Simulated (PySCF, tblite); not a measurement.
**C2H9FSSi2: geometry, infrared bands and NMR shifts**

What infrared bands and NMR shifts should C2H9FSSi2 (`CS[SiH2][SiH2]CF`) show?

The runs use tblite 0.8.0 and PySCF 2.14.0, with density-fitted response routines of our own; the level of theory stands in each step. All values are computed, except where a source is named. Atoms count from 0, in the outputs and in this text.

## Step 1: The starting structure

15 atoms, charge 0, multiplicity 1; geometry from: force field or distance geometry start.

Bonds of the start (Å): C0–S1 1.81, S1–Si2 2.14, Si2–Si3 2.25, Si3–C4 1.84, C4–F5 1.38, C0–H6 1.11, C0–H7 1.12, C0–H8 1.11, Si2–H9 1.48, Si2–H10 1.46, Si3–H11 1.49, Si3–H12 1.46, C4–H13 1.11, C4–H14 1.12.

## Step 2: Optimising the geometry with GFN2-xTB

Job settings and geometry (Å):

```
{"job": {"kind": "relax", "xc": "GFN2-xTB", "basis": "xTB"}, "charge": 0, "multiplicity": 1}
C      3.268900     0.260400     0.078100
S      1.526600     0.161500     0.550000
Si     0.249700    -0.400900    -1.073700
Si    -1.741500    -0.848800    -0.132100
C     -2.663000     0.739100     0.046200
F     -2.141400     1.471600     1.096900
H      3.417000    -0.431500    -0.782400
H      3.456000     1.322900    -0.240500
H      3.934500    -0.044600     0.916000
H      0.119800     0.756700    -1.992900
H      0.778000    -1.574400    -1.758100
H     -1.466900    -1.336100     1.251800
H     -2.475400    -1.886600    -0.843400
H     -3.727100     0.513400     0.263700
H     -2.539700     1.305400    -0.907100
```

Started as:

```
$ OMP_NUM_THREADS=1 python probes_run.py task.json out
```

This one command runs all jobs of the session in turn.

**Question.** This job is followed by: GFN2-xTB harmonic vibrations, gas phase; GIAO PBE0/pcSseg-1 NMR shielding, non-relativistic, gas phase. What will the session give for the following? strongest single infrared mode (GFN2-xTB); zero-point energy (GFN2-xTB); 13C shifts against TMS (PBE0/pcSseg-1); 1H shifts against TMS (PBE0/pcSseg-1, means over atoms taken as alike); 33S shifts against CS2 (PBE0/pcSseg-1); 29Si shifts against TMS (PBE0/pcSseg-1); 19F shifts against CFCl3 (PBE0/pcSseg-1).

**Answer**, as computed:

| quantity | value |
| --- | --- |
| strongest single infrared mode (GFN2-xTB) | 627 cm⁻¹, 548 km/mol |
| zero-point energy (GFN2-xTB) | 62.8 kcal/mol |
| 13C shifts against TMS (PBE0/pcSseg-1) | 77.5, 19.2 ppm |
| 1H shifts against TMS (PBE0/pcSseg-1, means over atoms taken as alike) | 5.09, 4.75, 4.06, 2.10 ppm |
| 33S shifts against CS2 (PBE0/pcSseg-1) | -227 ppm |
| 29Si shifts against TMS (PBE0/pcSseg-1) | -47.1, -74.4 ppm |
| 19F shifts against CFCl3 (PBE0/pcSseg-1) | -291.8 ppm |

What this shows: Relaxing lowered the energy by 0.591 eV in 204 steps; the close pair that moved most is Si3–C4, from 1.845 to 1.920 Å. All 39 modes are real, so the xTB geometry is a minimum. The strongest single mode, at 627 cm⁻¹, is carried by H11, H12, H9, H10. GFN2-xTB is a fitted tight-binding method: band positions and strengths are rough. Its intensities can rank the bands wrongly. C4 (sp3 CH2 bonded to F and Si) lies farthest downfield among carbon, at 77.5 ppm; deshielded by the electronegative neighbour. H13, H14 (mean) (hydrogen on an sp3 CH2 bonded to F and Si) lies farthest downfield among hydrogen, at 5.09 ppm; its carbon carries F, hence the downfield position. At PBE0/pcSseg-1: The largest span, 294 ppm, is at S1, where the paramagnetic term is -329 ppm.
